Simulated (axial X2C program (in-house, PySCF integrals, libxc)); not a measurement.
**SInS²⁺: bond lengths and stretches, held linear**

How do method and spin–orbit coupling move the bonds and stretches of SInS²⁺, held linear?

The runs use an in-house X2C program for linear molecules on PySCF integrals; all-electron X2C, two-component (2c) or spin-free, S dyall-av3z, In dyall-v3z.

All values are calculated.

2 further runs of the same task are left out: 2 set aside as unsound or not needed.

**1. Set-up**

Contents of task.json:

```json
{"zs": [16, 49, 16], "q": 2, "bas": ["dyall-av3z", "dyall-v3z", "dyall-av3z"], "r0": [2.3, 2.3], "symm": 1, "scan": ["PBE0", "HF", "B3LYP"], "levels": ["PBE0", "HF", "PBE"], "nst": 2}
```

Keys: zs atomic numbers; q charge; bas basis sets; r0 starting distance in Å; symm equal bonds; scan levels of the two-bond scan; levels methods; nst determinants followed.

Run with:

```console
> python solin.py task.json out
```

Masses S 31.972, In 114.904, S 31.972 u.

**2. Scan at PBE0, 2c**

State: Ω = 5/2 (beyond evenly filled blocks: ω = -1/2, 2 × ω = 3/2). Energies above the lowest point, from the job's result record:

| r(S–In) (Å) | r(In–S) (Å) | E (meV) |
| --- | --- | --- |
| 2.3351 | 2.3351 | 36.28 |
| 2.3351 | 2.3950 | 12.35 |
| 2.3351 | 2.4549 | 12.97 |
| 2.3950 | 2.3351 | 12.35 |
| 2.3950 | 2.3950 | 0.00 |
| 2.3950 | 2.4549 | 12.29 |
| 2.3950 | 2.5148 | 38.44 |
| 2.4549 | 2.3351 | 12.97 |
| 2.4549 | 2.3950 | 12.29 |
| 2.4549 | 2.4549 | 37.15 |
| 2.5148 | 2.3950 | 38.44 |
| 2.5148 | 2.5148 | 129.71 |

A quadratic surface with cubic terms in each bond gives the minimum at 2.392 and 2.392 Å, force constants 1.16, 1.16 and coupling 0.56 mdyn/Å.

**3. Scan at B3LYP, 2c**

State: Ω = 5/2 (beyond evenly filled blocks: ω = -1/2, 2 × ω = 3/2). Energies above the lowest point, from the job's result record:

| r(S–In) (Å) | r(In–S) (Å) | E (meV) |
| --- | --- | --- |
| 2.3351 | 2.3351 | 80.90 |
| 2.3351 | 2.3950 | 39.33 |
| 2.3351 | 2.4549 | 27.96 |
| 2.3950 | 2.3351 | 39.33 |
| 2.3950 | 2.3950 | 4.63 |
| 2.3950 | 2.4549 | 0.00 |
| 2.3950 | 2.5148 | 16.52 |
| 2.4549 | 2.3351 | 27.96 |
| 2.4549 | 2.3950 | 0.00 |
| 2.4549 | 2.4549 | 2.13 |
| 2.5148 | 2.3950 | 16.52 |
| 2.5148 | 2.5148 | 55.45 |

A quadratic surface with cubic terms in each bond gives the minimum at 2.427 and 2.427 Å, force constants 1.13, 1.13 and coupling 0.30 mdyn/Å.

**4. Scan at PBE0, spin-free**

State: M_S = 3/2, Λ = 1 (beyond evenly filled blocks: 2 × π+α, π+β, 2 × π-α). Energies above the lowest point, from the job's result record:

| r(S–In) (Å) | r(In–S) (Å) | E (meV) |
| --- | --- | --- |
| 2.3351 | 2.3351 | 38.20 |
| 2.3351 | 2.3950 | 13.29 |
| 2.3351 | 2.4549 | 12.93 |
| 2.3950 | 2.3351 | 13.29 |
| 2.3950 | 2.3950 | 0.00 |
| 2.3950 | 2.4549 | 11.35 |
| 2.3950 | 2.5148 | 36.43 |
| 2.4549 | 2.3351 | 12.93 |
| 2.4549 | 2.3950 | 11.35 |
| 2.4549 | 2.4549 | 35.38 |
| 2.5148 | 2.3950 | 36.43 |
| 2.5148 | 2.5148 | 126.30 |

A quadratic surface with cubic terms in each bond gives the minimum at 2.393 and 2.393 Å, force constants 1.15, 1.15 and coupling 0.57 mdyn/Å.

**5. The levels side by side**

| level | r(S–In) (Å) | r(In–S) (Å) | lower stretch (cm⁻¹) | upper stretch (cm⁻¹) |
| --- | --- | --- | --- | --- |
| PBE0, 2c | 2.392 | 2.392 | 222.5 | 302.3 |
| B3LYP, 2c | 2.427 | 2.427 | 262.1 | 276.1 |
| PBE0, spin-free | 2.393 | 2.393 | 219.9 | 301.9 |
| B3LYP, spin-free | 2.428 | 2.428 | 261.4 | 275.3 |

Scans not shown above were run alike.

**Reading.** Over the levels the S–In bond spans 2.392 to 2.428 Å and the In–S bond 2.392 to 2.428 Å. At PBE0 going from spin-free to two-component moves the bonds by -0.001 and -0.001 Å. Each state is one determinant, the lowest of a limited PBE0 search; the stretches come from a fit to few points and are good to some per cent at best. A multiply charged ion may be only metastable. The molecule was held linear; bending was not examined, so a bent shape may lie lower. Note: functional without a current term on a determinant with orbital currents, of the molecule or an atom. Note: several unpaired electrons, one determinant need not be a pure state.
